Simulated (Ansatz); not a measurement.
# ScSbSe3: the cost of one run

Program: Ansatz 0.2.0. Level of theory: DFT PBE, scalar-relativistic, plane waves, PAW. These are calculated values, not measurements.

## Step 1: The system as given

It takes space group P4/mmm (No. 123, tetragonal). Conventional cell: a = 4.474 Å, b = 4.474 Å, c = 7.489 Å, α = 90.00°, β = 90.00°, γ = 90.00°. Sc (site symmetry 4/mmm) has 4 Sb at 3.16 Å and 10 Se at 3.74 to 3.79 Å in its first shell of neighbours. Sb (site symmetry 4/mmm) has 2 Se at 2.08 Å in its first shell of neighbours. Se (site symmetry 4mm) is surrounded by 1 Sb at 2.08 Å. Se (site symmetry 4/mmm) has 8 Se at 3.57 Å and 2 Sc at 3.74 Å in its first shell of neighbours.

As a file:

```
Sc Sb Se
1.0
     4.47447    0.00000    0.00000
     0.00000    4.47447    0.00000
     0.00000    0.00000    7.48943
Sc Sb Se
1 1 3
Direct
  0.50000 0.50000 0.00000
  0.00000 0.00000 0.00000
  0.00000 0.00000 0.27778
  0.00000 0.00000 0.72222
  0.50000 0.50000 0.50000
```

A structure generator made this guess: random cell by space group and Wyckoff sites (P4/mmm, No. 123). Lengths come from tabulated atomic sizes and are only a guess.

## Step 2: The guess as it stands, on a coarse mesh

Input file input.yaml:

```yaml
crystal:
  lattice:
    - [4.4744707, 0.0, 0.0]
    - [0.0, 4.4744707, 0.0]
    - [0.0, 0.0, 7.48943218]
  atoms:
    - { symbol: Sc, position: [0.5, 0.5, 0.0] }
    - { symbol: Sb, position: [0.0, 0.0, 0.0] }
    - { symbol: Se, position: [0.0, 0.0, 0.27778234] }
    - { symbol: Se, position: [0.0, 0.0, 0.72221766] }
    - { symbol: Se, position: [0.5, 0.5, 0.5] }
basis:
  ecutwfc: 420
kpoints:
  mp_grid: { grid: [4, 4, 2] }
hamiltonian:
  xc: pbe
scf:
  occupations: { method: gaussian, width: 0.1 }
  lower_state_search: "off"
output:
  forces: true
  stress: true
  eigenvalues: true
```

The run is started by

```sh
$ ansatz run input.yaml --threads 1 --pin off --max-ram 2560MiB --backend cpu --events-out ev --progress --plain --runs-dir out
```

**Question.** How long does this run take on 1 thread of Arm Neoverse V1, shared host, and how much memory does it need?

About 6.2 s, with a peak of 0.42 GiB.
